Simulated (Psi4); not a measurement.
# SiHOF2 (SMILES O[Si](F)F), step by step, part 2 of 2

Psi4 1.11. Earlier steps stand in the parts before.

## 5. The vertical excitations at TDA-SVWN-RPA/STO-3G (density fitting, save jk yes) (run 4)

Input file calc.in:

```
memory 1600 mb

molecule {
  0 2
  O     -0.003848     1.148994    -0.174816
  Si    -0.208520    -0.423719     0.522292
  F      1.367463    -0.786442     0.843302
  F     -0.536209    -1.413855    -0.766966
  H     -0.943192     1.401423    -0.506137
}

set basis STO-3G
set reference uks
set save_jk true

from psi4.driver.procrouting.response.scf_response import tdscf_excitations
e, wfn = energy('svwn', return_wfn=True)
states = tdscf_excitations(wfn, states=6, tda=True)
```

Launch:

```console
$ psi4 -i calc.in -o calc.out -n 1
```

calc.out:

```text
Psi4 1.11 release

   => Loading Basis Set <=

    Name: STO-3G
    Role: ORBITAL
    Keyword: BASIS

         ---------------------------------------------------------
                                   SCF
                              UKS Reference
                        1 Threads,   1525 MiB Core
         ---------------------------------------------------------

  ==> Geometry <==

    Molecular point group: c1
    Full point group: C1

    Geometry (in Angstrom), charge = 0, multiplicity = 2:

       Center              X                  Y                   Z               Mass
    ------------   -----------------  -----------------  -----------------  -----------------
         O           -0.111669273809     1.557134207511    -0.328547800097    15.994914619570
         SI          -0.316341273809    -0.015578792489     0.368560199903    27.976926534650
         F            1.259641726191    -0.378301792489     0.689570199903    18.998403162730
         F           -0.644030273809    -1.005714792489    -0.920697800097    18.998403162730
         H           -1.051013273809     1.809563207511    -0.659868800097     1.007825032230

  Running in c1 symmetry.

  Rotational constants: A =      0.23235  B =      0.22547  C =      0.13252 [cm^-1]
  Rotational constants: A =   6965.73256  B =   6759.39866  C =   3972.71571 [MHz]
  Nuclear repulsion =  170.990606540427962

  Charge       = 0
  Multiplicity = 2
  Electrons    = 41
  Nalpha       = 21
  Nbeta        = 20

  ==> Algorithm <==

  SCF Algorithm Type is DF.
  DIIS enabled.
  MOM disabled.
  Fractional occupation disabled.
  Guess Type is SAD.
  Energy threshold   = 1.00e-06
  Density threshold  = 1.00e-06
  Integral threshold = 1.00e-12

  ==> Primary Basis <==

  Basis Set: STO-3G
    Blend: STO-3G
    Number of shells: 15
    Number of basis functions: 25
    Number of Cartesian functions: 25
    Spherical Harmonics?: true
    Max angular momentum: 1

  ==> DFT Potential <==

   => LibXC <=

    Version 7.1.2

   => Composite Functional: SVWN <=

    Slater exchange
    Vosko, Wilk & Nusair (VWN5_RPA)

    Deriv               =              1
    GGA                 =          FALSE
    Meta                =          FALSE

    Exchange Hybrid     =          FALSE
    MP2 Hybrid          =          FALSE

   => Exchange Functionals <=

    1.0000         XC_LDA_X

   => Correlation Functionals <=

    1.0000   XC_LDA_C_VWN_RPA

   => LibXC Density Thresholds  <==

    XC_LDA_C_VWN_RPA:  1.00E-15
    XC_LDA_X:  1.00E-15

   => Molecular Quadrature <=

    Radial Scheme          =       TREUTLER
    Pruning Scheme         =           NONE
    Nuclear Scheme         =       TREUTLER

    Blocking Scheme        =         OCTREE
    BS radius alpha        =              1
    Pruning alpha          =              1
    Radial Points          =             75
    Spherical Points       =            302
    Total Points           =         106693
    Total Blocks           =            855
    Max Points             =            256
    Max Functions          =             23
    Weights Tolerance      =       1.00E-15

   => Loading Basis Set <=

    Name: (STO-3G AUX)
    Role: JKFIT
    Keyword: DF_BASIS_SCF

  ==> Integral Setup <==

  DFHelper Memory: AOs need 0.003 GiB; user supplied 1.102 GiB.
  SCF_SUBTYPE=INCORE selected. In-core MEM_DF algorithm will be used.
  Using in-core AOs.

  ==> MemDFJK: Density-Fitted J/K Matrices <==

    J tasked:                   Yes
    K tasked:                    No
    wK tasked:                   No
    Memory [MiB]:              1128
    Algorithm:                 Core
    Schwarz Cutoff:           1E-12
    Mask sparsity (%):       1.9200
    Fitting Condition:        1E-10

   => Auxiliary Basis Set <=

  Basis Set: (STO-3G AUX)
    Blend: DEF2-UNIVERSAL-JKFIT
    Number of shells: 119
    Number of basis functions: 377
    Number of Cartesian functions: 454
    Spherical Harmonics?: true
    Max angular momentum: 4

  Cached 100.0% of DFT collocation blocks in 0.016 [GiB].

  Minimum eigenvalue in the overlap matrix is 3.7310423889E-01.
  Reciprocal condition number of the overlap matrix is 1.9988197151E-01.
    Using symmetric orthogonalization.

  ==> Pre-Iterations <==

  SCF Guess: Superposition of Atomic Densities via on-the-fly atomic UHF (no occupation information).

   -------------------------
    Irrep   Nso     Nmo
   -------------------------
     A         25      25
   -------------------------
    Total      25      25
   -------------------------

  ==> Iterations <==

                           Total Energy        Delta E     RMS |[F,P]|

   @DF-UKS iter SAD:  -554.36738614651119   -5.54367e+02   0.00000e+00
   @DF-UKS iter   1:  -555.40710051489702   -1.03971e+00   1.26781e-02 DIIS/ADIIS
   @DF-UKS iter   2:  -555.01070499861009    3.96396e-01   3.22063e-02 DIIS/ADIIS
   @DF-UKS iter   3:  -555.42219074215268   -4.11486e-01   1.18346e-02 DIIS/ADIIS
   @DF-UKS iter   4:  -555.48735403469038   -6.51633e-02   2.63794e-03 DIIS/ADIIS
   @DF-UKS iter   5:  -555.49051932670648   -3.16529e-03   4.62372e-04 DIIS/ADIIS
   @DF-UKS iter   6:  -555.49056653914158   -4.72124e-05   3.75610e-04 DIIS/ADIIS
   @DF-UKS iter   7:  -555.49063831915328   -7.17800e-05   5.45350e-05 DIIS
   @DF-UKS iter   8:  -555.49064010855147   -1.78940e-06   6.24783e-06 DIIS
   @DF-UKS iter   9:  -555.49064013159978   -2.30483e-08   6.64548e-07 DIIS
  Energy and wave function converged.

  ==> Post-Iterations <==

   Electrons on quadrature grid:
      Nalpha   =   20.9999967816 ; deviation = -3.218e-06
      Nbeta    =   19.9999972284 ; deviation = -2.772e-06
      Ntotal   =   40.9999940100 ; deviation = -5.990e-06

   @Spin Contamination Metric:   5.395084030E-04
   @S^2 Expected:                7.500000000E-01
   @S^2 Observed:                7.505395084E-01
   @S   Expected:                5.000000000E-01
   @S   Observed:                5.000000000E-01

    Orbital Energies [Eh]
    ---------------------

    Alpha Occupied:

       1A    -64.347817     2A    -23.718625     3A    -23.717114
       4A    -18.315915     5A     -4.817743     6A     -3.213733
       7A     -3.212704     8A     -3.207731     9A     -0.960796
      10A     -0.935232    11A     -0.832468    12A     -0.395077
      13A     -0.313751    14A     -0.254495    15A     -0.228013
      16A     -0.200594    17A     -0.145587    18A     -0.142262
      19A     -0.137351    20A     -0.119525    21A     -0.056507

    Alpha Virtual:

      22A      0.213741    23A      0.235557    24A      0.257615
      25A      0.324879

    Beta Occupied:

       1A    -64.345027     2A    -23.715319     3A    -23.713283
       4A    -18.311359     5A     -4.814289     6A     -3.210690
       7A     -3.209703     8A     -3.201977     9A     -0.951480
      10A     -0.925342    11A     -0.821298    12A     -0.387396
      13A     -0.301711    14A     -0.242661    15A     -0.211844
      16A     -0.187416    17A     -0.135712    18A     -0.131229
      19A     -0.131059    20A     -0.109046

    Beta Virtual:

      21A     -0.027483    22A      0.224768    23A      0.250542
      24A      0.269780    25A      0.332700

    Final Occupation by Irrep:
              A
    DOCC [    20 ]
    SOCC [     1 ]
    NA   [    21 ]
    NB   [    20 ]

  @DF-UKS Final Energy:  -555.49064013159978

   => Energetics <=

    Nuclear Repulsion Energy =            170.9906065404279616
    One-Electron Energy =               -1121.0494540941904233
    Two-Electron Energy =                 443.5593606015256682
    DFT Exchange-Correlation Energy =     -48.9911531793629678
    Empirical Dispersion Energy =           0.0000000000000000
    VV10 Nonlocal Energy =                  0.0000000000000000
    Total Energy =                       -555.4906401315997755

  UHF NO Occupations:
  HONO-2 :   19  A 1.9999367
  HONO-1 :   20  A 1.9998610
  HONO-0 :   21  A 1.0000000
  LUNO+0 :   22  A 0.0001390
  LUNO+1 :   23  A 0.0000633
  LUNO+2 :   24  A 0.0000438
  LUNO+3 :   25  A 0.0000237

Computation Completed

Properties will be evaluated at   0.000000,   0.000000,   0.000000 [a0]

Properties computed using the SCF density matrix

 Multipole Moments:

 ------------------------------------------------------------------------------------
     Multipole            Electronic (a.u.)      Nuclear  (a.u.)        Total (a.u.)
 ------------------------------------------------------------------------------------

 L = 1.  Multiply by 2.5417464519 to convert [e a0] to [Debye]
 Dipole X            :          0.9499500           -1.5734658           -0.6235157
 Dipole Y            :         -2.9090510            3.0091706            0.1001196
 Dipole Z            :          0.4383685           -0.3941152            0.0442532
 Magnitude           :                                                    0.6330515

 ------------------------------------------------------------------------------------

	total time  =          2 seconds =       0.03 minutes

******************************************************************************************
**********                               WARNING                                **********
**********       The names of excited state variables changed between 1.5       **********
**********     and 1.6. For a quick solution, remove the symmetry specifier     **********
**********   from the variable name. For full details, see 'Notes on Psivars'   **********
**********                        in the documentation.                         **********
******************************************************************************************

         ---------------------------------------------------------
                         TDSCF excitation energies
         ---------------------------------------------------------

  ==> Options <==

     Residual threshold  : 1.0000e-04
     Initial guess       : denominators
     Reference           : UHF
     Solver type         : TDA (Davidson)

  ==> Requested Excitations <==

      6 singlet states with A symmetry

  ==> Seeking the lowest 6 singlet states with A symmetry

                         Generalized Davidson Solver

  ==> Options <==

    Max number of iterations        = 60
    Eigenvector tolerance           = 1.0000e-04
    Max number of expansion vectors = 1200

  => Iterations <=
                           Max[D[value]]     Max[|R|]   # vectors
  DavidsonSolver iter   1:   2.20165e-01  7.56994e-02     24
  DavidsonSolver iter   2:   1.12123e-02  9.71229e-03     30
  DavidsonSolver iter   3:   2.18601e-04  1.03305e-03     36
  DavidsonSolver iter   4:   2.73805e-06  1.11391e-04     41
  DavidsonSolver iter   5:   2.80275e-08  3.18793e-05     42      Converged

******************************************************************************************
**********                               WARNING                                **********
**********  Length-gauge rotatory strengths are **NOT** gauge-origin invariant  **********
******************************************************************************************

                                    Excitation Energy         Total Energy        Oscillator Strength             Rotatory Strength
     #   Sym: GS->ES (Trans)        au              eV              au          au (length)    au (velocity)    au (length)    au (velocity)
    ---- -------------------- --------------- --------------- --------------- --------------- --------------- --------------- ---------------
     1        A->A (1 A)       0.09146         2.48866        -555.39918       0.0028          0.0144         -0.0239          0.0186
     2        A->A (1 A)       0.10570         2.87629        -555.38494       0.0001          0.0001         -0.0073          0.0051
     3        A->A (1 A)       0.12174         3.31278        -555.36890       0.0098          0.0346         -0.0634          0.1089
     4        A->A (1 A)       0.12512         3.40470        -555.36552       0.0159          0.0237          0.0347         -0.0383
     5        A->A (1 A)       0.17954         4.88548        -555.31110       0.0171          0.0420          0.0354         -0.0331
     6        A->A (1 A)       0.20873         5.67986        -555.28191       0.0415          0.0124         -0.0030          0.0532

Contributing excitations
Only contributions with abs(coeff) > 1.00e-01 will be printed:

Excited State    1 (1 A):   0.09146 au   498.20 nm f = 0.0028
Alpha orbitals:
  Sums of squares: Xssq =  4.537667e-03
Beta orbitals:
  Sums of squares: Xssq =  9.954623e-01
     17a (b) ->  21a (b)   -0.334689 (11.202%)
     18a (b) ->  21a (b)   -0.176554 ( 3.117%)
     20a (b) ->  21a (b)   -0.918597 (84.382%)

Excited State    2 (1 A):   0.10570 au   431.06 nm f = 0.0001
Alpha orbitals:
  Sums of squares: Xssq =  7.552529e-04
Beta orbitals:
  Sums of squares: Xssq =  9.992447e-01
     17a (b) ->  21a (b)    0.229955 ( 5.288%)
     18a (b) ->  21a (b)   -0.551632 (30.430%)
     19a (b) ->  21a (b)   -0.799839 (63.974%)

Excited State    3 (1 A):   0.12174 au   374.26 nm f = 0.0098
Alpha orbitals:
  Sums of squares: Xssq =  1.717079e-02
Beta orbitals:
  Sums of squares: Xssq =  9.828292e-01
     15a (b) ->  21a (b)   -0.161691 ( 2.614%)
     16a (b) ->  21a (b)   -0.166616 ( 2.776%)
     17a (b) ->  21a (b)    0.731465 (53.504%)
     18a (b) ->  21a (b)   -0.378041 (14.291%)
     19a (b) ->  21a (b)    0.455813 (20.777%)
     20a (b) ->  21a (b)   -0.183765 ( 3.377%)

Excited State    4 (1 A):   0.12512 au   364.16 nm f = 0.0159
Alpha orbitals:
  Sums of squares: Xssq =  2.748917e-02
Beta orbitals:
  Sums of squares: Xssq =  9.725108e-01
     14a (b) ->  21a (b)    0.151526 ( 2.296%)
     17a (b) ->  21a (b)   -0.495123 (24.515%)
     18a (b) ->  21a (b)   -0.693604 (48.109%)
     19a (b) ->  21a (b)    0.355993 (12.673%)
     20a (b) ->  21a (b)    0.280108 ( 7.846%)

Excited State    5 (1 A):   0.17954 au   253.78 nm f = 0.0171
Alpha orbitals:
  Sums of squares: Xssq =  2.881706e-02
Beta orbitals:
  Sums of squares: Xssq =  9.711829e-01
     13a (b) ->  21a (b)    0.123370 ( 1.522%)
     16a (b) ->  21a (b)    0.960404 (92.238%)
     17a (b) ->  21a (b)    0.117493 ( 1.380%)

Excited State    6 (1 A):   0.20873 au   218.29 nm f = 0.0415
Alpha orbitals:
  Sums of squares: Xssq =  6.700495e-02
     21a (a) ->  22a (a)   -0.181076 ( 3.279%)
Beta orbitals:
  Sums of squares: Xssq =  9.329950e-01
     15a (b) ->  21a (b)   -0.940773 (88.505%)
     17a (b) ->  21a (b)   -0.109404 ( 1.197%)

******************************************************************************************
**********                               WARNING                                **********
**********       The names of excited state variables changed between 1.5       **********
**********     and 1.6. For a quick solution, remove the symmetry specifier     **********
**********   from the variable name. For full details, see 'Notes on Psivars'   **********
**********                        in the documentation.                         **********
******************************************************************************************

    Psi4 run time: 0:00:04.62
```

Run time: 6 s. Hardware: 1 thread of Intel Xeon Platinum 8375C at 2.90GHz (Ice Lake), shared host; peak memory 0.22 GiB.

The roots found:

```
excited state  energy (eV)  strength  label
            1        2.489    0.0028    A 1
            2        2.876    0.0001    A 1
            3        3.313    0.0097    A 1
            4        3.405    0.0159    A 1
            5        4.885    0.0171    A 1
            6        5.680    0.0415    A 1
```

## 6. What came out

This closing draws on all 2 parts.

| quantity | value |
| --- | --- |
| run 1, USVWN-RPA/STO-3G: total energy at the end | -555.49064 Eh |
| run 1, USVWN-RPA/STO-3G: dipole moment | 1.61 D |
| run 1, USVWN-RPA/STO-3G: HOMO energy (highest over α and β) | -1.54 eV |
| run 1, USVWN-RPA/STO-3G: LUMO energy (lowest over α and β) | -0.75 eV |
| run 1, USVWN-RPA/STO-3G: ⟨S²⟩ | 0.751 |
| run 2, USVWN-RPA/STO-3G: lowest harmonic wavenumber | 193 cm⁻¹ |
| run 2, USVWN-RPA/STO-3G: highest harmonic wavenumber | 3686 cm⁻¹ |
| run 2, USVWN-RPA/STO-3G: zero-point energy | 50.2 kJ/mol |
| run 2, USVWN-RPA/STO-3G: ideal-gas entropy at 298.15 K (symmetry number 1 as used) | 72.5 cal/(mol K) |
| run 3, UCCSD(T)/cc-pVDZ: total energy | -564.02847 Eh |
| run 3, UCCSD(T)/cc-pVDZ: HOMO energy (Hartree–Fock orbitals) (highest over α and β) | -11.88 eV |
| run 3, UCCSD(T)/cc-pVDZ: LUMO energy (Hartree–Fock orbitals) (lowest over α and β) | -0.06 eV |
| run 3, UCCSD(T)/cc-pVDZ: correlation energy (8 core orbitals frozen) | -666.3 mEh |
| run 3, UCCSD(T)/cc-pVDZ: (T) correction | -12.84 mEh |
| run 3, UCCSD(T)/cc-pVDZ: ⟨S²⟩ of the reference determinant | 0.756 |
| run 3, UCCSD(T)/cc-pVDZ: T1 diagnostic | 0.023 |
| run 4, TDA-SVWN-RPA/STO-3G: ground-state or mean-field energy | -555.49064 Eh |
| run 4, TDA-SVWN-RPA/STO-3G: dipole moment (SVWN-RPA Kohn–Sham density) | 1.61 D |
| run 4, TDA-SVWN-RPA/STO-3G: HOMO energy (SVWN-RPA Kohn–Sham orbitals) (highest over α and β) | -1.54 eV |
| run 4, TDA-SVWN-RPA/STO-3G: LUMO energy (SVWN-RPA Kohn–Sham orbitals) (lowest over α and β) | -0.75 eV |
| run 4, TDA-SVWN-RPA/STO-3G: ⟨S²⟩ of the reference determinant | 0.751 |
| run 4, TDA-SVWN-RPA/STO-3G: lowest excitation energy | 2.49 eV |

**Reading.** The optimisation (run 1, USVWN-RPA/STO-3G) took 9 steps and changed the energy by -0.453 eV. All 9 modes (run 2, USVWN-RPA/STO-3G) are real, so the shape is a minimum at this level. The triples (run 3, UCCSD(T)/cc-pVDZ) make up 1.9 % of the correlation energy. The brightest of the 6 transitions from the ground state lies at 5.68 eV (218 nm, f = 0.042); the lowest, at 2.49 eV, has f = 0.003. Excitation energies in a minimal basis are rough. Roots above 1.5 eV lie over the negative of the HOMO energy, where those of Rydberg kind are poorly described; valence roots are less touched.
